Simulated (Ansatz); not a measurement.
**Molecular dynamics of K$_{2}$Nb$_{3}$S$_{6}$**

The input (input.yaml):

```yaml
accuracy: low
crystal:
  lattice:
    - [15.932786, 0.0, 0.0]
    - [0.0, 5.192144, 2.997569]
    - [0.0, -5.192144, 2.997569]
  atoms:
    - { symbol: K, position: [0.49198843, 0.01091212, 0.28101726] }
    - { symbol: K, position: [0.47517247, 0.3450328, -0.03603876] }
    - { symbol: K, position: [-0.01035606, 0.41667774, 0.67542642] }
    - { symbol: K, position: [-0.00953246, 0.73884053, 0.34213976] }
    - { symbol: Nb, position: [0.24701437, 0.39054377, 0.67498684] }
    - { symbol: Nb, position: [0.24101408, 0.06230977, 0.0107378] }
    - { symbol: Nb, position: [0.24450387, 0.69835391, 0.32166525] }
    - { symbol: Nb, position: [0.75010804, 0.31792294, 0.64055505] }
    - { symbol: Nb, position: [0.74599858, 0.0040073, -0.02057124] }
    - { symbol: Nb, position: [0.7523126, 0.69360214, 0.30911625] }
    - { symbol: S, position: [0.14686576, 0.37266506, 0.34516946] }
    - { symbol: S, position: [0.15165758, 1.05221205, 0.68611985] }
    - { symbol: S, position: [0.14480772, 0.70968713, 0.99819323] }
    - { symbol: S, position: [0.8431851, 0.3582778, 0.28858245] }
    - { symbol: S, position: [0.85010599, 1.00520144, 0.64005352] }
    - { symbol: S, position: [0.84256003, 0.69507714, 0.98291108] }
    - { symbol: S, position: [0.34386254, 0.37113757, 0.33341212] }
    - { symbol: S, position: [0.33807432, 1.02796733, 0.66861446] }
    - { symbol: S, position: [0.34086377, 0.68929824, 0.97917927] }
    - { symbol: S, position: [0.65295798, 0.36934874, 0.30465571] }
    - { symbol: S, position: [0.65466799, 1.00588089, 0.63715473] }
    - { symbol: S, position: [0.65190711, 0.6552346, 0.98119967] }
basis:
  ecutwfc: 420.0
kpoints:
  mp_grid: { grid: [1, 2, 2] }
hamiltonian:
  xc: pbe
scf:
  occupations: { method: fermi_dirac, width: 0.002 }
  lower_state_search: "off"
  max_iter: 83
md:
  timestep: 2
  n_steps: 200
  ensemble: nve
  temperature: 800.0
  initial_velocities: maxwell_boltzmann
  seed: 817051
```

Command:

```bash
$ ansatz run input.yaml --threads 2 --pin off --max-ram 5120MiB --backend cpu --events-out ev --progress --plain --runs-dir out
```

It goes on from the last frame of an earlier run, with new velocities.

Output, in part (step lines):

```
md step     0: t =     0.00 fs  T =   800.0 K  F+E_penalty+E_count = -44315.81309565 eV  E_kin = 2.171568 eV  conserved = -44313.64152766 eV  (12 SCF iters)
md step     1: t =     2.00 fs  T =   774.7 K  F+E_penalty+E_count = -44315.74428230 eV  E_kin = 2.102982 eV  conserved = -44313.64130040 eV  (10 SCF iters)
md step     2: t =     4.00 fs  T =   748.9 K  F+E_penalty+E_count = -44315.67391171 eV  E_kin = 2.032845 eV  conserved = -44313.64106652 eV  (10 SCF iters)
md step     3: t =     6.00 fs  T =   723.8 K  F+E_penalty+E_count = -44315.60560523 eV  E_kin = 1.964759 eV  conserved = -44313.64084591 eV  (11 SCF iters)
md step     4: t =     8.00 fs  T =   700.7 K  F+E_penalty+E_count = -44315.54279862 eV  E_kin = 1.902146 eV  conserved = -44313.64065271 eV  (12 SCF iters)
md step     5: t =    10.00 fs  T =   680.8 K  F+E_penalty+E_count = -44315.48851398 eV  E_kin = 1.848017 eV  conserved = -44313.64049652 eV  (6 SCF iters)
md step     6: t =    12.00 fs  T =   664.9 K  F+E_penalty+E_count = -44315.44518051 eV  E_kin = 1.804796 eV  conserved = -44313.64038497 eV  (6 SCF iters)
md step     7: t =    14.00 fs  T =   653.6 K  F+E_penalty+E_count = -44315.41454381 eV  E_kin = 1.774259 eV  conserved = -44313.64028529 eV  (6 SCF iters)
[... lines left out ...]
md step   200: t =   400.00 fs  T =   537.3 K  F+E_penalty+E_count = -44315.09890448 eV  E_kin = 1.458360 eV  conserved = -44313.64054487 eV  (10 SCF iters)
```

The steps, from the saved trajectory:

```json
{"time (fs)": "0.0", "T (K)": "800", "potential energy less start (eV)": "0.000", "conserved less start (meV/atom)": "0.00"}
{"time (fs)": "12.0", "T (K)": "665", "potential energy less start (eV)": "0.368", "conserved less start (meV/atom)": "0.05"}
{"time (fs)": "24.0", "T (K)": "677", "potential energy less start (eV)": "0.335", "conserved less start (meV/atom)": "0.04"}
{"time (fs)": "36.0", "T (K)": "746", "potential energy less start (eV)": "0.146", "conserved less start (meV/atom)": "-0.03"}
{"time (fs)": "48.0", "T (K)": "636", "potential energy less start (eV)": "0.446", "conserved less start (meV/atom)": "0.00"}
{"time (fs)": "60.0", "T (K)": "470", "potential energy less start (eV)": "0.899", "conserved less start (meV/atom)": "0.08"}
{"time (fs)": "72.0", "T (K)": "539", "potential energy less start (eV)": "0.710", "conserved less start (meV/atom)": "0.04"}
{"time (fs)": "84.0", "T (K)": "716", "potential energy less start (eV)": "0.228", "conserved less start (meV/atom)": "-0.02"}
{"time (fs)": "96.0", "T (K)": "754", "potential energy less start (eV)": "0.124", "conserved less start (meV/atom)": "-0.01"}
{"time (fs)": "108.0", "T (K)": "670", "potential energy less start (eV)": "0.353", "conserved less start (meV/atom)": "0.05"}
{"time (fs)": "120.0", "T (K)": "668", "potential energy less start (eV)": "0.360", "conserved less start (meV/atom)": "0.05"}
{"time (fs)": "132.0", "T (K)": "763", "potential energy less start (eV)": "0.100", "conserved less start (meV/atom)": "-0.01"}
{"time (fs)": "144.0", "T (K)": "750", "potential energy less start (eV)": "0.134", "conserved less start (meV/atom)": "-0.04"}
{"time (fs)": "156.0", "T (K)": "555", "potential energy less start (eV)": "0.667", "conserved less start (meV/atom)": "0.04"}
{"time (fs)": "168.0", "T (K)": "488", "potential energy less start (eV)": "0.850", "conserved less start (meV/atom)": "0.06"}
{"time (fs)": "180.0", "T (K)": "619", "potential energy less start (eV)": "0.491", "conserved less start (meV/atom)": "0.00"}
{"time (fs)": "192.0", "T (K)": "711", "potential energy less start (eV)": "0.242", "conserved less start (meV/atom)": "0.00"}
{"time (fs)": "204.0", "T (K)": "737", "potential energy less start (eV)": "0.170", "conserved less start (meV/atom)": "0.00"}
{"time (fs)": "216.0", "T (K)": "693", "potential energy less start (eV)": "0.289", "conserved less start (meV/atom)": "0.01"}
{"time (fs)": "228.0", "T (K)": "608", "potential energy less start (eV)": "0.523", "conserved less start (meV/atom)": "0.05"}
{"time (fs)": "240.0", "T (K)": "635", "potential energy less start (eV)": "0.450", "conserved less start (meV/atom)": "0.04"}
{"time (fs)": "252.0", "T (K)": "696", "potential energy less start (eV)": "0.281", "conserved less start (meV/atom)": "-0.03"}
{"time (fs)": "264.0", "T (K)": "578", "potential energy less start (eV)": "0.603", "conserved less start (meV/atom)": "0.01"}
{"time (fs)": "276.0", "T (K)": "457", "potential energy less start (eV)": "0.933", "conserved less start (meV/atom)": "0.07"}
{"time (fs)": "288.0", "T (K)": "539", "potential energy less start (eV)": "0.709", "conserved less start (meV/atom)": "0.03"}
{"time (fs)": "300.0", "T (K)": "678", "potential energy less start (eV)": "0.331", "conserved less start (meV/atom)": "-0.01"}
{"time (fs)": "312.0", "T (K)": "703", "potential energy less start (eV)": "0.263", "conserved less start (meV/atom)": "0.01"}
{"time (fs)": "324.0", "T (K)": "650", "potential energy less start (eV)": "0.407", "conserved less start (meV/atom)": "0.03"}
{"time (fs)": "336.0", "T (K)": "637", "potential energy less start (eV)": "0.443", "conserved less start (meV/atom)": "0.03"}
{"time (fs)": "348.0", "T (K)": "673", "potential energy less start (eV)": "0.343", "conserved less start (meV/atom)": "-0.02"}
{"time (fs)": "360.0", "T (K)": "595", "potential energy less start (eV)": "0.557", "conserved less start (meV/atom)": "0.00"}
{"time (fs)": "372.0", "T (K)": "494", "potential energy less start (eV)": "0.831", "conserved less start (meV/atom)": "0.06"}
{"time (fs)": "384.0", "T (K)": "537", "potential energy less start (eV)": "0.713", "conserved less start (meV/atom)": "0.00"}
{"time (fs)": "396.0", "T (K)": "541", "potential energy less start (eV)": "0.704", "conserved less start (meV/atom)": "0.03"}
```

All steps were run. The conserved energy stayed within 0.078 meV per atom of its start (net change 0.045 meV per atom), so the integration is sound. A run of 0.4 ps of so small a system gives no equilibrium averages. The smearing is very narrow for this mesh. Limits of this set-up: coarse k mesh, low accuracy level.

Mean squared displacements from the first frame to the last, about the centre of mass: K 1.02 Å², Nb 0.13 Å², S 0.21 Å².

Last frame:

```xyz
22
Lattice="15.9328 0.0000 0.0000 0.0000 5.1921 2.9976 0.0000 -5.1921 2.9976" Properties=species:S:1:pos:R:3
K 7.783 -1.310 1.467
K 7.894 2.077 1.880
K -0.044 -1.417 2.053
K -0.181 2.119 2.148
Nb 3.997 -1.418 3.424
Nb 3.877 0.215 0.543
Nb 3.865 1.820 3.567
Nb 11.839 -1.607 2.548
Nb 12.005 0.130 -0.266
Nb 11.824 2.010 2.669
S 2.331 0.142 2.509
S 2.328 1.985 5.501
S 2.440 -1.569 5.548
S 13.284 0.185 1.713
S 13.492 1.888 4.515
S 13.488 -1.514 4.339
S 5.626 0.237 2.544
S 5.469 1.900 5.418
S 5.496 -1.550 5.707
S 10.208 0.181 1.688
S 10.256 1.788 4.669
S 10.382 -1.335 4.679
```

Run time: 21 min on 2 threads of Arm Neoverse V1, on a shared host, peak memory 1.1 GiB.
